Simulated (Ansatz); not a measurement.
# Cl6Gd ([GdCl6]3-): the cost of one run

Computed with Ansatz 0.2.0, Gaussian basis. Level: as each input shows.

Plan: PBE-D4/def2-TZVP, r2SCAN-D4/def2-TZVP, LC-ωPBE/def2-TZVP, PBE-QIDH/def2-TZVP, PBE-D4/def2-SVP, PBE0-D4/def2-SVP, MP2/def2-TZVP.

### Step 1. The structure

The geometry is that of the octet, from an earlier relaxation (PBE-D4/def2-SVP).

7 atoms, charge -3, spin multiplicity 8.

Atoms are counted from 1 here; the program's logs count them from 0.

Bond lengths: Gd1–Cl2 2.740 Å, Gd1–Cl3 2.741 Å, Gd1–Cl4 2.741 Å, Gd1–Cl5 2.740 Å, Gd1–Cl6 2.740 Å, Gd1–Cl7 2.741 Å. Angles: Cl2–Gd1–Cl3 179.9°, Cl2–Gd1–Cl4 89.9°, Cl2–Gd1–Cl5 90.0°, Cl2–Gd1–Cl6 89.9°, Cl2–Gd1–Cl7 90.0°, Cl3–Gd1–Cl4 90.2°, Cl3–Gd1–Cl5 89.9°, Cl3–Gd1–Cl6 90.0°, Cl3–Gd1–Cl7 90.0°, Cl4–Gd1–Cl5 179.9°, Cl4–Gd1–Cl6 90.1°, Cl4–Gd1–Cl7 89.8°, Cl5–Gd1–Cl6 90.1°, Cl5–Gd1–Cl7 90.0°, Cl6–Gd1–Cl7 179.9°.

Gd takes a core potential in the def2 sets. No spin-orbit coupling is included. The ion is computed in the gas phase, without counter-ions or solvent.

PBE0-D4/def2-TZVP was run before; its log isn't repeated, and its numbers join the tables.

### Step 2. PBE-D4/def2-TZVP

start.molden holds the orbitals of an earlier run on this state, given as this run's starting guess.

Contents of in.yaml:

```yaml
crystal:
  periodic: [false, false, false]
  atoms:
    - {symbol: Gd, position_ang: [-0.000267, 0.000741, -0.000358]}
    - {symbol: Cl, position_ang: [-0.020675, -0.000640, 2.739932]}
    - {symbol: Cl, position_ang: [0.015761, 0.004630, -2.740942]}
    - {symbol: Cl, position_ang: [2.740530, 0.006134, 0.023312]}
    - {symbol: Cl, position_ang: [-2.740114, -0.010821, -0.022763]}
    - {symbol: Cl, position_ang: [-0.008641, 2.740475, 0.003728]}
    - {symbol: Cl, position_ang: [0.013405, -2.740520, -0.002909]}
basis:
  gaussian: {orbitals: def2-TZVP, initial_orbitals: start.molden}
total_charge: -3
magnetization: {spin_polarized: true, initial_magnetization: 7}
hamiltonian: {xc: pbe, dispersion: d4}
scf: {omitted_lower_state_checks: [starts]}
output: {forces: true, orbitals: {seedname: orbitals}}
```

Started as:

```sh
ansatz run in.yaml --threads 4 --pin off --events-out ev --progress --plain --max-ram 9574MiB
```

What time and memory should one allow on 4 threads of AMD EPYC 7R43, shared host?

About 18 s, with a peak of 0.91 GiB.
